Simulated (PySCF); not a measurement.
# C₈H₁₁N: excited states, first hyperpolarisability

Aim: compute the excited states, first hyperpolarisability of C₈H₁₁N (`CCCc1ccccn1`).

Programs: PySCF 2.14.0, with routines of our own; each step states its level. All values are computed. Atoms count from 0.

### Step 1. The system as given

20 atoms, charge 0, multiplicity 1; geometry from: GFN2-xTB.

### Step 2. Geometry optimisation at PBE0-D3(BJ)/def2-SVP

The job: settings as JSON, then the geometry in Å.

```
{"job": {"xc": "PBE0", "basis": "def2-SVP", "d3": "d3bj", "grid": 2, "kind": "geom"}, "charge": 0, "multiplicity": 1}
C     -2.279819     0.975317     0.032012
C     -2.013178    -0.414166    -0.530656
C     -0.998297    -1.188825     0.320408
C      0.358800    -0.550987     0.266734
C      1.170291    -0.678235    -0.859249
C      2.402999    -0.051362    -0.870640
C      2.790220     0.682771     0.240573
C      1.913351     0.749302     1.310886
N      0.734540     0.152670     1.326180
H     -1.356288     1.545724     0.091884
H     -2.698097     0.904520     1.033021
H     -2.980648     1.516285    -0.599963
H     -2.947443    -0.978997    -0.565667
H     -1.636166    -0.328756    -1.552615
H     -1.332734    -1.206073     1.358024
H     -0.930722    -2.214894    -0.048569
H      0.838514    -1.262803    -1.704764
H      3.053793    -0.134146    -1.729884
H      3.744357     1.185441     0.274569
H      2.161379     1.307893     2.204682
```

Started as:

```sh
$ OMP_NUM_THREADS=1 python excited_run.py task.json out
```

The driver reads the jobs from task.json and runs them one after another.

The program printed:

```text
step   0  E = -365.54506561  max force = 0.012166
step   1  E = -365.54710162  max force = 0.002250
step   2  E = -365.54713563  max force = 0.000610
step   3  E = -365.54714544  max force = 0.000706
step   4  E = -365.54715474  max force = 0.000722
step   5  E = -365.54717675  max force = 0.000909
step   6  E = -365.54718746  max force = 0.000703
step   7  E = -365.54718433  max force = 0.001026
step   8  E = -365.54719145  max force = 0.000084
optimisation converged
```

Wall time 2.5 min (1 thread of Arm Neoverse V1, shared host); peak memory 0.83 GiB.

Relaxation path:

| step | energy from step 0 (eV) | largest force component (eV/Å) |
| --- | --- | --- |
| 0 | 0.0000 | 0.6256 |
| 1 | -0.0554 | 0.1157 |
| 2 | -0.0563 | 0.0314 |
| 3 | -0.0566 | 0.0363 |
| 4 | -0.0568 | 0.0371 |
| 5 | -0.0574 | 0.0467 |
| 6 | -0.0577 | 0.0361 |
| 7 | -0.0577 | 0.0528 |
| 8 | -0.0578 | 0.0043 |

Close pairs (by a distance rule), those that changed most:

| bond | before (Å) | after (Å) | change (Å) |
| --- | --- | --- | --- |
| C0–H10 | 1.087 | 1.101 | +0.014 |
| C7–H19 | 1.083 | 1.097 | +0.014 |
| C0–H9 | 1.087 | 1.100 | +0.013 |
| C6–H18 | 1.079 | 1.092 | +0.013 |
| C0–H11 | 1.088 | 1.101 | +0.013 |
| C4–H16 | 1.080 | 1.093 | +0.013 |
| C5–H17 | 1.081 | 1.093 | +0.012 |
| C1–H13 | 1.093 | 1.105 | +0.012 |

The end geometry stands in the next job.

| at the end point | value |
| --- | --- |
| point group (found at 0.08 Å tolerance) | C1 |
| rotational constants (GHz, main isotopes) | 3.342, 1.107, 0.978 |
| dipole moment (D) | 1.79 |

### Step 3. Excited states: TDA wB97X-D/aug-cc-pVDZ

The job: settings as JSON, then the geometry in Å.

```
{"job": {"kind": "states", "xc": "wB97X-D", "basis": "aug-cc-pVDZ", "tda": true, "soc": true, "nstates": 6, "ntriplets": 5, "nquad": 4}, "charge": 0, "multiplicity": 1}
C     -2.286761     1.086800     0.043310
C     -2.031095    -0.290913    -0.546017
C     -0.986558    -1.112577     0.218191
C      0.378108    -0.482378     0.215256
C      1.248966    -0.653726    -0.870504
C      2.487022    -0.021778    -0.854413
C      2.823278     0.764879     0.245094
C      1.892866     0.875306     1.276370
N      0.706664     0.273337     1.267055
H     -1.374525     1.702071     0.047511
H     -2.629614     1.014694     1.087444
H     -3.056270     1.626358    -0.529542
H     -2.972565    -0.865515    -0.569186
H     -1.710679    -0.193508    -1.598538
H     -1.299832    -1.226548     1.267326
H     -0.925446    -2.119700    -0.224763
H      0.951765    -1.281611    -1.714105
H      3.183616    -0.143818    -1.687876
H      3.784344     1.279509     0.306220
H      2.120773     1.483591     2.159896
```

Level: TDA wB97X-D/aug-cc-pVDZ excited states, vertical, gas phase, spin-orbit mean-field couplings.

The program printed:

```text
coarse grid: 16576 points
cycle   1  E = -366.0821631031  dE =  1.636e+00  |g| = 3.666e-01  |ddm| = 2.042e+01
cycle   2  E = -366.0992163715  dE = -1.705e-02  |g| = 3.271e-01  |ddm| = 2.644e+00
cycle   3  E = -366.1212208857  dE = -2.200e-02  |g| = 6.313e-02  |ddm| = 8.655e-01
cycle   4  E = -366.1220192676  dE = -7.984e-04  |g| = 3.168e-02  |ddm| = 2.809e-01
cycle   5  E = -366.1222691877  dE = -2.499e-04  |g| = 5.279e-03  |ddm| = 1.503e-01
cycle   6  E = -366.1222778381  dE = -8.650e-06  |g| = 1.931e-03  |ddm| = 3.277e-02
final grid: 159752 points
cycle   7  E = -366.1378882832  dE = -1.812e-04  |g| = 5.016e-03  |ddm| = 1.008e+00
cycle   8  E = -366.1378927179  dE = -4.435e-06  |g| = 4.044e-03  |ddm| = 8.996e-02
cycle   9  E = -366.1378962227  dE = -3.505e-06  |g| = 8.261e-04  |ddm| = 1.861e-02
cycle  10  E = -366.1378963717  dE = -1.490e-07  |g| = 4.503e-04  |ddm| = 9.431e-03
cycle  11  E = -366.1378964256  dE = -5.386e-08  |g| = 7.874e-05  |ddm| = 1.985e-03
cycle  12  E = -366.1378964278  dE = -2.275e-09  |g| = 4.092e-05  |ddm| = 5.844e-04
cycle  13  E = -366.1378964286  dE = -7.233e-10  |g| = 1.099e-05  |ddm| = 3.483e-04
converged SCF energy = -366.1378964286

Singlet excitations
state   eV       nm        f     d(h-e)  d(exc)  Lambda  PR(NTO)  |dmu|/D   mu/D   main configurations
  1   5.1008   243.1   0.00599   1.081   2.656   0.433   1.007    2.429    0.932   H-1->L+1 0.75, H-1->L+2 0.10, H-1->L 0.08
  2   5.3516   231.7   0.00060   1.082   2.744   0.262   1.008    2.393    0.644   H-1->L+4 0.34, H-1->L+2 0.21, H-1->L+5 0.18
  3   5.5634   222.9   0.05997   0.114   2.676   0.524   1.686    0.475    1.568   H->L+1 0.56, H-2->L+4 0.09
  4   6.4419   192.5   0.08003   0.104   2.948   0.496   1.708    0.525    1.710   H->L+4 0.24, H->L+2 0.20, H-2->L+1 0.18
  5   6.7096   184.8   0.00331   1.405   4.538   0.364   1.045                     H->L 0.62, H->L+1 0.12
  6   6.9564   178.2   0.03483   1.032   4.410   0.247   1.040                     H-1->L 0.42, H-1->L+3 0.17, H-1->L+5 0.09

Triplet excitations (Tamm-Dancoff)
state   eV     d(h-e)  d(exc)  Lambda  PR(NTO)   main configurations
  1   4.3070   0.020   2.467   0.490   1.527   H->L+4 0.25, H->L+2 0.19, H-2->L+1 0.15
  2   4.4275   1.013   2.547   0.431   1.011   H-1->L+1 0.72, H-1->L 0.09
  3   4.5366   0.142   2.628   0.569   1.031   H->L+1 0.74, H->L 0.10
  4   5.0578   0.064   2.540   0.619   1.501   H-2->L+1 0.61
  5   5.2215   1.068   2.726   0.260   1.010   H-1->L+4 0.34, H-1->L+2 0.24, H-1->L+5 0.18
S1 - T1 = 0.7938 eV

Spin-orbit couplings |<S|Hso|T>| (cm-1)
             T1       T2       T3       T4       T5
S0        0.621   24.790    1.492    0.134    2.590
S1        4.526    0.182    2.257    8.909    0.425
S2        1.771    0.168    1.648    0.496    0.077
S3        0.221    1.685    0.035    0.276    5.659
S4        0.215    5.259    0.415    0.046    1.596
S5        0.141    0.940    0.700    0.034    0.101
S6        0.034    0.796    0.038    0.078    0.745
T1 sublevels (cm-1): 0.000 0.000 0.022   radiative rates (1/s): 0.0132 0.000316 1.51
```

Wall time 1.7 min (1 thread of Arm Neoverse V1, shared host); peak memory 1.3 GiB.

From this job:

| quantity | value |
| --- | --- |
| S1 less T1 | 0.79 eV |

Orbitals, density, ELF and potential are computed afterwards from the orbital file.

Frontier orbitals at wB97X-D/aug-cc-pVDZ, with the share of their density that lies nearest to each atom:

| orbital | energy (eV) | lies on |
| --- | --- | --- |
| HOMO | -9.03 | C3, C4, C6 about 20 % each; C7 17 % |
| LUMO | 0.91 | H17 22 %; H16, H18 about 13 % each; H12, H13, H15 about 7 % each |

ELF in a plane through or near 6 of the atoms.

Ten even steps from ' ' (0.00) to '@' (1.00):
```
                                                        
                                                        
                                                        
                --==..                                  
              ..**##==              ::==::              
              ..**%%++..          ::%%@@%%--            
        ::::    --**++==----    ..==@@@@@@++            
      ==@@@@##==##**++**++++..  --++%%@@%%--            
      **@@@@@@--::%%==--++++..  ..==**++::              
      --%%@@%%::--==    ++**--  ..**%%++..              
          ..==%%@@++::--##**++::++==--##%%%%::          
            ::**==++##==@@##--::++==..@@@@@@%%          
            ==**++%%##@@====    ::====%%@@@@##          
          ..++**==--++%%@@%%        ....==++..          
            ::::..  ==@@@@@@::                          
                    ::@@@@@@::                          
                      ++##==                            
                                                        
                                                        
                                                        
```
The map spans 12.9 Å across and 9.9 Å up, centred on the molecule. Atoms in the plane (x, y in Å): C1 (2.1, -0.5), C4 (-1.1, -1.2), C6 (-2.9, 0.5), H10 (2.5, 1.6), H12 (3.1, -0.8), H16 (-0.8, -2.2).

log10 of the density (e/Å³) in the same plane.

Values, 10 rows by 14 columns:
```
-4.0 -4.0 -4.0 -4.0 -4.0 -4.0 -4.0 -4.0 -4.0 -4.0 -4.0 -4.0 -4.0 -4.0
-4.0 -4.0 -4.0 -3.6 -3.0 -3.0 -3.8 -4.0 -4.0 -3.7 -3.8 -4.0 -4.0 -4.0
-4.0 -4.0 -3.5 -2.5 -1.5 -1.5 -2.4 -2.8 -2.4 -1.9 -2.1 -3.2 -4.0 -4.0
-4.0 -3.3 -2.1 -1.4 -0.6 -0.4 -1.1 -1.6 -1.2 -0.2 -0.7 -2.3 -3.7 -4.0
-4.0 -2.7 -1.1  0.1  0.5 -0.3 -0.4 -1.0 -0.8  0.0 -0.7 -2.2 -3.6 -4.0
-4.0 -3.1 -1.8 -0.6  0.2 -0.4  0.0 -0.4 -0.2  1.6 -0.3 -1.8 -3.2 -4.0
-4.0 -3.8 -2.5 -1.0 -0.1  0.2  0.2 -0.9 -0.7 -0.3 -0.5 -1.8 -3.3 -4.0
-4.0 -4.0 -3.0 -1.8 -1.4 -0.8  0.0 -1.3 -1.9 -1.9 -2.2 -2.9 -4.0 -4.0
-4.0 -4.0 -4.0 -3.2 -2.9 -2.2 -1.8 -2.4 -3.2 -3.5 -3.8 -4.0 -4.0 -4.0
-4.0 -4.0 -4.0 -4.0 -4.0 -3.8 -3.6 -4.0 -4.0 -4.0 -4.0 -4.0 -4.0 -4.0
```
The map spans 12.9 Å across and 9.9 Å up, centred on the molecule. Atoms in the plane (x, y in Å): C1 (2.1, -0.5), C4 (-1.1, -1.2), C6 (-2.9, 0.5), H10 (2.5, 1.6), H12 (3.1, -0.8), H16 (-0.8, -2.2).

On the surface of density 0.002 e/bohr³ the electrostatic potential runs, from the 1st to the 99th percentile, from -1.62 V near N8 to 1.07 V near H17.

### Step 4. Excited states: TDDFT CAM-B3LYP/aug-cc-pVDZ

Settings changed since step 3:

```diff
@@ -1,2 +1,2 @@
-{"job": {"kind": "states", "xc": "wB97X-D", "basis": "aug-cc-pVDZ", "tda": true, "soc": true, "nstates": 6, "ntriplets": 5, "nquad": 4}, "charge": 0, "multiplicity": 1}
+{"job": {"kind": "states", "xc": "CAM-B3LYP", "basis": "aug-cc-pVDZ", "tpa": true, "nstates": 8, "nquad": 6, "ntriplets": 0}, "charge": 0, "multiplicity": 1}
 C     -2.286761     1.086800     0.043310
```

Level: TDDFT CAM-B3LYP/aug-cc-pVDZ excited states, vertical, gas phase, two-photon moments by quadratic response.

The program printed:

```text
coarse grid: 16576 points
cycle   1  E = -365.9806428684  dE =  1.548e+00  |g| = 3.828e-01  |ddm| = 2.628e+01
cycle   2  E = -365.9929541265  dE = -1.231e-02  |g| = 3.676e-01  |ddm| = 3.027e+00
cycle   3  E = -366.0220703451  dE = -2.912e-02  |g| = 7.212e-02  |ddm| = 1.093e+00
cycle   4  E = -366.0229231156  dE = -8.528e-04  |g| = 3.949e-02  |ddm| = 2.848e-01
cycle   5  E = -366.0233000038  dE = -3.769e-04  |g| = 6.358e-03  |ddm| = 1.656e-01
cycle   6  E = -366.0233105921  dE = -1.059e-05  |g| = 2.294e-03  |ddm| = 3.733e-02
cycle   7  E = -366.0233120910  dE = -1.499e-06  |g| = 5.883e-04  |ddm| = 9.944e-03
final grid: 159752 points
cycle   8  E = -366.0531909878  dE = -3.117e-05  |g| = 3.881e-03  |ddm| = 4.496e-01
cycle   9  E = -366.0531921065  dE = -1.119e-06  |g| = 3.495e-03  |ddm| = 4.378e-02
cycle  10  E = -366.0531952381  dE = -3.132e-06  |g| = 4.164e-04  |ddm| = 1.638e-02
cycle  11  E = -366.0531952681  dE = -3.001e-08  |g| = 2.689e-04  |ddm| = 2.392e-03
cycle  12  E = -366.0531952860  dE = -1.784e-08  |g| = 4.635e-05  |ddm| = 1.150e-03
cycle  13  E = -366.0531952865  dE = -5.721e-10  |g| = 1.417e-05  |ddm| = 2.364e-04
converged SCF energy = -366.0531952865

Singlet excitations
state   eV       nm        f     d(h-e)  d(exc)  Lambda  PR(NTO)  |dmu|/D   mu/D   delta(TPA)   sigma/GM   main configurations
  1   5.0587   245.1   0.00461   1.083   2.675   0.427   1.012    2.448    0.908        1.37      0.013   H-1->L+1 0.75, H-1->L 0.15
  2   5.3630   231.2   0.00088   1.086   2.774   0.272   1.016    2.422    0.646        0.49      0.005   H-1->L+2 0.36, H-1->L+3 0.28, H-1->L+5 0.13
  3   5.4515   227.4   0.06162   0.120   2.684   0.523   1.659    0.526    1.550        2.88      0.031   H->L+1 0.60, H->L 0.13
  4   6.1715   200.9   0.08151   0.133   2.971   0.515   1.646    0.593    1.703        4.07      0.057   H->L+2 0.31, H->L+3 0.20, H-2->L+1 0.14
  5   6.4725   191.6   0.00312   1.463   4.535   0.446   1.039    6.622    5.093       73.08      1.122   H->L 0.57, H->L+1 0.17, H->L+2 0.15
  6   6.7888   182.6   0.02176   0.986   4.484   0.295   1.024    4.230    4.969       42.53      0.718   H-1->L 0.48, H-1->L+1 0.12, H-1->L+4 0.09
  7   6.9467   178.5   0.03147   0.691   4.901   0.477   1.205                                            H->L+3 0.49, H->L+2 0.24
  8   7.1372   173.7   0.40726   0.517   3.719   0.397   2.207                                            H-2->L+2 0.23, H-2->L+3 0.14, H->L+1 0.12
```

It took 2.1 min on 1 thread of Arm Neoverse V1, shared host; peak memory 1.3 GiB.

### Step 5. First hyperpolarisability: quadratic response CAM-B3LYP/aug-cc-pVDZ

Settings changed since step 4:

```diff
@@ -1,2 +1,2 @@
-{"job": {"kind": "states", "xc": "CAM-B3LYP", "basis": "aug-cc-pVDZ", "tpa": true, "nstates": 8, "nquad": 6, "ntriplets": 0}, "charge": 0, "multiplicity": 1}
+{"job": {"kind": "beta", "xc": "CAM-B3LYP", "basis": "aug-cc-pVDZ"}, "charge": 0, "multiplicity": 1}
 C     -2.286761     1.086800     0.043310
```

Level: quadratic response CAM-B3LYP/aug-cc-pVDZ first hyperpolarisability, Taylor convention, gas phase.

The program printed:

```text
coarse grid: 16576 points
cycle   1  E = -365.9806428684  dE =  1.548e+00  |g| = 3.828e-01  |ddm| = 2.628e+01
cycle   2  E = -365.9929541265  dE = -1.231e-02  |g| = 3.676e-01  |ddm| = 3.027e+00
cycle   3  E = -366.0220703451  dE = -2.912e-02  |g| = 7.212e-02  |ddm| = 1.093e+00
cycle   4  E = -366.0229231156  dE = -8.528e-04  |g| = 3.949e-02  |ddm| = 2.848e-01
cycle   5  E = -366.0233000038  dE = -3.769e-04  |g| = 6.358e-03  |ddm| = 1.656e-01
cycle   6  E = -366.0233105921  dE = -1.059e-05  |g| = 2.294e-03  |ddm| = 3.733e-02
cycle   7  E = -366.0233120910  dE = -1.499e-06  |g| = 5.883e-04  |ddm| = 9.944e-03
final grid: 159752 points
cycle   8  E = -366.0531909878  dE = -3.117e-05  |g| = 3.881e-03  |ddm| = 4.496e-01
cycle   9  E = -366.0531921065  dE = -1.119e-06  |g| = 3.495e-03  |ddm| = 4.378e-02
cycle  10  E = -366.0531952381  dE = -3.132e-06  |g| = 4.164e-04  |ddm| = 1.638e-02
cycle  11  E = -366.0531952681  dE = -3.001e-08  |g| = 2.689e-04  |ddm| = 2.392e-03
cycle  12  E = -366.0531952860  dE = -1.784e-08  |g| = 4.635e-05  |ddm| = 1.150e-03
cycle  13  E = -366.0531952865  dE = -5.721e-10  |g| = 1.417e-05  |ddm| = 2.364e-04
converged SCF energy = -366.0531952865

Lowest singlets (eV, f): 5.0587 0.0046  5.3630 0.0009  5.4515 0.0616

First hyperpolarisability (au)
process     nm      |vector|   parallel      HRS      DR
static         -       98.90     -16.33      44.37   3.968
shg       1907.0      104.22     -16.85      46.59   4.023
eope      1907.0      100.62      -16.5          -       -
shg       1064.0      117.94     -18.18      52.29   4.158
eope      1064.0      104.61     -16.89          -       -
```

Run time: 1.7 min. Hardware: 1 thread of Arm Neoverse V1, shared host; peak memory 1.3 GiB.

### Step 6. Excited states: TDA wB97X-D/aug-cc-pVDZ in methanol

Settings changed since step 5:

```diff
@@ -1,2 +1,2 @@
-{"job": {"kind": "beta", "xc": "CAM-B3LYP", "basis": "aug-cc-pVDZ"}, "charge": 0, "multiplicity": 1}
+{"job": {"kind": "states", "xc": "wB97X-D", "basis": "aug-cc-pVDZ", "tda": true, "soc": true, "nstates": 6, "ntriplets": 5, "nquad": 4, "solvent": "methanol"}, "charge": 0, "multiplicity": 1}
 C     -2.286761     1.086800     0.043310
```

With the program's defaults for keys left out, this is: TDA wB97X-D/aug-cc-pVDZ excited states, vertical, IEF-PCM methanol (non-equilibrium response), spin-orbit mean-field couplings.

The program printed:

```text
coarse grid: 16576 points
cycle   1  E = -366.0929475689  dE =  1.626e+00  |g| = 3.500e-01  |ddm| = 2.046e+01
cycle   2  E = -366.1122761119  dE = -1.933e-02  |g| = 2.882e-01  |ddm| = 3.029e+00
cycle   3  E = -366.1290109930  dE = -1.673e-02  |g| = 5.327e-02  |ddm| = 7.922e-01
cycle   4  E = -366.1296458300  dE = -6.348e-04  |g| = 2.666e-02  |ddm| = 3.499e-01
cycle   5  E = -366.1298214509  dE = -1.756e-04  |g| = 4.416e-03  |ddm| = 1.558e-01
cycle   6  E = -366.1298291279  dE = -7.677e-06  |g| = 1.640e-03  |ddm| = 5.498e-02
final grid: 159752 points
cycle   7  E = -366.1453646135  dE = -1.806e-04  |g| = 4.874e-03  |ddm| = 1.018e+00
cycle   8  E = -366.1453693073  dE = -4.694e-06  |g| = 3.728e-03  |ddm| = 9.671e-02
cycle   9  E = -366.1453722466  dE = -2.939e-06  |g| = 8.264e-04  |ddm| = 1.838e-02
cycle  10  E = -366.1453724105  dE = -1.639e-07  |g| = 4.124e-04  |ddm| = 9.974e-03
cycle  11  E = -366.1453724570  dE = -4.649e-08  |g| = 6.716e-05  |ddm| = 2.259e-03
cycle  12  E = -366.1453724594  dE = -2.382e-09  |g| = 4.029e-05  |ddm| = 8.845e-04
cycle  13  E = -366.1453724601  dE = -7.074e-10  |g| = 8.946e-06  |ddm| = 4.833e-04
converged SCF energy = -366.1453724601

Singlet excitations
state   eV       nm        f     d(h-e)  d(exc)  Lambda  PR(NTO)  |dmu|/D   mu/D   main configurations
  1   5.2670   235.4   0.00790   1.019   2.657   0.482   1.008    2.616    1.066   H-1->L 0.86
  2   5.5354   224.0   0.08767   0.178   2.685   0.557   1.721    0.719    2.411   H->L 0.64
  3   5.5726   222.5   0.00561   0.974   2.742   0.293   1.121    2.521    0.707   H-1->L+2 0.34, H-1->L+4 0.28, H-1->L+5 0.15
  4   6.4051   193.6   0.10573   0.076   2.898   0.544   1.649    0.431    2.779   H->L+2 0.31, H->L+4 0.22, H-2->L 0.19
  5   6.7774   182.9   0.00480   0.759   4.397   0.392   1.031                     H->L+1 0.59, H->L+2 0.16
  6   7.0620   175.6   0.14748   1.117   4.079   0.255   1.150                     H-1->L+1 0.43, H-1->L+3 0.17

Triplet excitations (Tamm-Dancoff)
state   eV     d(h-e)  d(exc)  Lambda  PR(NTO)   main configurations
  1   4.3228   0.039   2.471   0.526   1.468   H->L+2 0.30, H->L+4 0.23, H-2->L 0.15
  2   4.5062   0.120   2.629   0.631   1.024   H->L 0.88
  3   4.6322   0.976   2.554   0.478   1.011   H-1->L 0.86
  4   5.0754   0.093   2.530   0.683   1.450   H-2->L 0.71
  5   5.4352   1.022   2.730   0.266   1.012   H-1->L+2 0.38, H-1->L+4 0.30, H-1->L+5 0.16
S1 - T1 = 0.9442 eV

Spin-orbit couplings |<S|Hso|T>| (cm-1)
             T1       T2       T3       T4       T5
S0        0.382    1.099   24.135    0.506    2.260
S1        4.159    2.224    0.242    8.571    0.375
S2        0.221    0.249    1.635    0.467    4.822
S3        1.565    1.454    0.371    0.425    1.640
S4        0.128    0.248    4.802    0.085    1.534
S5        0.313    0.153    0.496    0.184    0.085
S6        0.060    0.201    3.617    0.157    0.789
T1 sublevels (cm-1): 0.000 0.000 0.006   radiative rates (1/s): 0.0243 0.000825 1.08
```

Wall time 95 s (1 thread of Arm Neoverse V1, shared host); peak memory 1.3 GiB.

From this job:

| quantity | value |
| --- | --- |
| S1 less T1 | 0.94 eV |

### Step 7. Results

```
                                                   quantity                                               value
                                                point group                                                  C1
                       rotational constants (main isotopes)                                3.34, 1.11, 0.98 GHz
               S1 less T1 (step 3, TDA wB97X-D/aug-cc-pVDZ)                                             0.79 eV
                      surface potential, 1st and 99th percentile                                  -1.62 V and 1.07 V
β vector (step 5, quadratic response CAM-B3LYP/aug-cc-pVDZ)  static 99, SHG 1907.0 nm 104, SHG 1064.0 nm 118 au
   S1 less T1 (step 6, TDA wB97X-D/aug-cc-pVDZ in methanol)                                             0.94 eV
```

What this shows: The optimisation took 8 steps and gained 0.058 eV; among the close pairs (by a distance rule), C0–H10 changed most, from 1.087 to 1.101 Å. In step 3, the number of triplets below S1 is 4, and the largest singlet-triplet spin-orbit coupling is S0–T2, 24.79 cm⁻¹. β grows from 99 au (static) to 118 au for doubling at 1064.0 nm: normal dispersion, which grows as twice the photon energy moves toward the bright states. In step 6, the number of triplets below S1 is 4, and the largest singlet-triplet spin-orbit coupling is S0–T3, 24.14 cm⁻¹. The orbital labels of the leading configurations differ from run to run, so check that S1 and T1 are the same states before comparing rows.
